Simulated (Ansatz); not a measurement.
# C2H5F2NOSe: the cost of one run

Program: Ansatz 0.2.0. Level of theory: RKS PBE0-D4/def2-SVP. These are calculated values, not measurements.

1 further run of the same task is left out (it didn't finish).

### 1 The system as given

Bond lengths: N1–C2 1.453 Å, C2–O3 1.371 Å, C2–F4 1.386 Å, C2–Se5 1.960 Å, Se5–C6 1.939 Å, C6–F7 1.390 Å, N1–H8 0.982 Å, N1–H9 1.107 Å, O3–H10 0.988 Å, C6–H11 1.099 Å, C6–H12 1.116 Å. Angles (14 of 17 angles, heavy atoms first): N1–C2–O3 107.7°, N1–C2–F4 111.0°, N1–C2–Se5 112.6°, O3–C2–F4 106.6°, O3–C2–Se5 109.2°, F4–C2–Se5 109.6°, C2–Se5–C6 95.1°, Se5–C6–F7 108.2°, C2–N1–H8 110.1°, C2–N1–H9 108.0°, C2–O3–H10 109.4°, Se5–C6–H11 109.9°, Se5–C6–H12 109.3°, F7–C6–H11 111.0°.

Coordinates:

```xyz
12

N    -0.0715   -0.9226    1.2580
C     0.7987   -0.2958    0.2773
O     2.0463   -0.1893    0.8356
F     0.9358   -1.0945   -0.8470
Se    0.1750    1.4849   -0.2528
C    -1.4555    0.8548   -1.0913
F    -1.1133    0.1929   -2.2649
H     0.2787   -1.8062    1.5043
H    -0.1002   -0.2747    2.1546
H     2.6840    0.1374    0.1558
H    -2.1219    1.7037   -1.2973
H    -1.9792    0.1542   -0.3985
```

### 2 Relaxing end A

Contents of input.yaml:

```yaml
crystal:
  periodic: [false, false, false]
  atoms:
    - { symbol: "N", position_ang: [-0.0715, -0.9226, 1.258] }
    - { symbol: C, position_ang: [0.7987, -0.2958, 0.2773] }
    - { symbol: O, position_ang: [2.0463, -0.1893, 0.8356] }
    - { symbol: F, position_ang: [0.9358, -1.0945, -0.847] }
    - { symbol: Se, position_ang: [0.175, 1.4849, -0.2528] }
    - { symbol: C, position_ang: [-1.4555, 0.8548, -1.0913] }
    - { symbol: F, position_ang: [-1.1133, 0.1929, -2.2649] }
    - { symbol: H, position_ang: [0.2787, -1.8062, 1.5043] }
    - { symbol: H, position_ang: [-0.1002, -0.2747, 2.1546] }
    - { symbol: H, position_ang: [2.684, 0.1374, 0.1558] }
    - { symbol: H, position_ang: [-2.1219, 1.7037, -1.2973] }
    - { symbol: H, position_ang: [-1.9792, 0.1542, -0.3985] }
basis:
  gaussian: { orbitals: def2-SVP }
hamiltonian:
  xc: pbe0
  dispersion: d4
relax:
  f_tol: 0.015
  max_steps: 40
output:
  orbitals: {}
```

Command:

```
$ ansatz run input.yaml --threads 2 --pin off --max-ram 3072MiB --backend cpu --events-out ev --progress --plain --runs-dir out
```

Q: Estimate wall time and peak memory on 2 threads of AMD EPYC 9R45 (Zen 5), shared host.

About 34 s, with a peak of 0.49 GiB.
